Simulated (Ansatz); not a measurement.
**BBrH₂O₂: how energies converge with the basis set**

Aim: see how fast density functionals converge with the basis set for BBrH₂O₂.

Program: Ansatz 0.2.0, Gaussian basis. Level of theory: one geometry, several basis sets. These are calculated values, not measurements.

Plan: PBE0-D4/def2-SVP; ωB97M-V/def2-SVP; PBE0-D4/def2-QZVPP; ωB97M-V/def2-QZVPP; the functionals' def2-TZVPP values are taken from earlier runs.

**1. The relaxed structure**

An earlier PBE0-D4 in a triple-zeta def2 set relaxation fixed the geometry.

SMILES `OB(O)Br`, 6 atoms, charge 0, spin multiplicity 1.

Atoms are counted from 1 here; the program's logs count them from 0.

Bond lengths: O1–B2 1.354 Å, O1–H5 0.960 Å, B2–O3 1.347 Å, B2–Br4 1.936 Å, O3–H6 0.963 Å. Angles: B2–O1–H5 113.7°, O1–B2–O3 121.5°, O1–B2–Br4 120.8°, O3–B2–Br4 117.8°, B2–O3–H6 112.1°.

Coordinates:

```tsv
atom	x (Å)	y (Å)	z (Å)
O1	0.51981	0.85560	-0.55550
B2	-0.16539	-0.15841	0.02449
O3	0.32876	-0.82393	1.08567
Br4	-1.89740	-0.69839	-0.65236
H5	0.06534	1.25138	-1.30235
H6	1.19088	-0.49026	1.35385
```

**2. PBE0-D4 in def2-SVP**

in.yaml

```yaml
crystal:
  periodic: [false, false, false]
  atoms:
    - {symbol: O, position_ang: [0.519813, 0.855602, -0.555497]}
    - {symbol: B, position_ang: [-0.165393, -0.158406, 0.024487]}
    - {symbol: O, position_ang: [0.328758, -0.823933, 1.085666]}
    - {symbol: Br, position_ang: [-1.897404, -0.698385, -0.652355]}
    - {symbol: H, position_ang: [0.065340, 1.251382, -1.302348]}
    - {symbol: H, position_ang: [1.190885, -0.490261, 1.353847]}
basis:
  gaussian: {orbitals: def2-SVP}
hamiltonian: {xc: pbe0, dispersion: d4}
output: {orbitals: {seedname: orbitals}}
```

After this run come: ωB97M-V in def2-SVP; PBE0-D4 in def2-QZVPP; ωB97M-V in def2-QZVPP.

**Question.** What will the summary of the whole plan be? Wanted: PBE0-D4: double and triple zeta above quadruple; ωB97M-V: double and triple zeta above quadruple.

As calculated:

| quantity | value |
| --- | --- |
| PBE0-D4: double and triple zeta above quadruple | 15.90, 1.71 eV |
| ωB97M-V: double and triple zeta above quadruple | 15.91, 1.64 eV |

In words: PBE0-D4 gains 14.19 eV from double to triple zeta, then 1.71 eV more. These are total energies; as a rule much of such shifts cancels in differences, which this series doesn't test. The LUMO of ωB97M-V is positive and keeps falling with the basis (3.03 to 1.54 eV): an unbound level that the basis holds in place.
